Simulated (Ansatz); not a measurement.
## YCoC, space group P4/mmm: a test of the smearing width, step by step

With Ansatz 0.2.0 through its Python package.

Interactive session:
```pycon
>>> import warnings
>>> import ansatz as az
>>> from ase import Atoms
>>> warnings.simplefilter('ignore', az.DeckWarning)
>>> atoms = Atoms(
...     ['Y', 'Co', 'C'],
...     scaled_positions=[
...         (0.0, 0.0, 0.0),
...         (0.5, 0.5, 0.5),
...         (0.5, 0.5, 0.0),
...     ],
...     cell=[
...         (3.567933, 0.0, 0.0),
...         (0.0, 3.567933, 0.0),
...         (0.0, 0.0, 3.619114),
...     ],
...     pbc=True,
... )
>>> atoms.set_initial_magnetic_moments([0.0, 2.5, 0.0])
>>> system = az.Crystal.from_ase(atoms)
>>> calc = (
...     system.calculation()
...     .spin('collinear')
...     .functional(az.Functional.PBESOL)
...     .kpoints(mesh=(8, 8, 8))
...     .forces()
...     .stress()
... )
>>> rows = []
>>> for value in [0.5, 0.3, 0.2, 0.1]:
...     data = calc.occupations('cold', width=value).run().report
...     rows.append((value, data['free_energy_ev'] / len(data['lattice']['sites']), data['n_iterations'], sum(data['stress_gpa'][i][i] for i in range(3)) / 3, max(abs(f) for row in data['forces_ev_ang'] for f in row), data['magnetization_mub'], data['n_kpoints']))
...
RunWarning: the starting moments were not kept: the SCF closed with an absolute magnetisation of 1.1e-1 μB, where they sum to 2.5 μB in size (1 site). That is at most 0.1 of that sum. The system's moment may be that small; this SCF shows only that its start led to no larger one. To try another start: change the starting moments (crystal.atoms[].spin, magnetization.per_species, [...]
>>> print('  width (eV)   F/atom (eV)    iterations       P (GPa)  max component (eV/A)  moment (muB)      k-points')
  width (eV)   F/atom (eV)    iterations       P (GPa)  max component (eV/A)  moment (muB)      k-points
>>> for row in rows:
...     print(f'{str(row[0]):>12s}  {row[1]:12.5f}  {row[2]:12d}  {row[3]:12.3f}  {row[4]:20.4f}  {row[5]:12.3f}  {row[6]:12d}')
...
         0.5   -3045.19710            39        -5.946                0.0000         0.451            75
         0.3   -3045.20201            28        -5.880                0.0000         0.267            75
         0.2   -3045.20284            42        -6.100                0.0000         0.075            75
         0.1   -3045.20536            19        -6.074                0.0000        -0.000            75
>>> for row in rows[:-1]:
...     shift = 1000 * (row[1] - rows[-1][1])
...     print(f'{row[0]}: {shift:+.2f} meV/atom' + ('  (within 2 meV)' if abs(shift) < 2 else ''))
...
0.5: +8.27 meV/atom
0.3: +3.35 meV/atom
0.2: +2.52 meV/atom
```

Going from 0.1 to 0.5 eV changes F by +8.3 meV an atom. This scheme is built to cancel the term in the square of the width, so the shifts stay small and are partly the mesh's error. The pressure moves from -6.07 to -5.95 GPa.

What to keep in mind:
- The SCF didn't keep the moments it started from (some shrank, vanished or turned); what is printed is the state reached.
- The mesh is modest for a metal, so energies can be off by several to tens of meV an atom and pressures by half a GPa or more; differences at equal mesh fare better.
- The overall sign of a collinear moment is arbitrary, and semilocal functionals can give small moments to compounds that are paramagnetic.
- Forces vanish by symmetry here and test nothing.
- The narrowest width needs the finest mesh, so the last row is no converged reference.
- Pressure is positive in compression.
- At these settings the cell as given stands under about -6 GPa, so it isn't at this functional's equilibrium volume.
- The structure comes from a database of computed cells and needn't be a stable or known phase.
- Warnings are shown shortened and without file and line.
- The script silences the warnings on its input, which a real study should read.
- The whole script took 120 s on 1 thread of Arm Neoverse V1, on a shared host, peak memory 0.51 GiB.
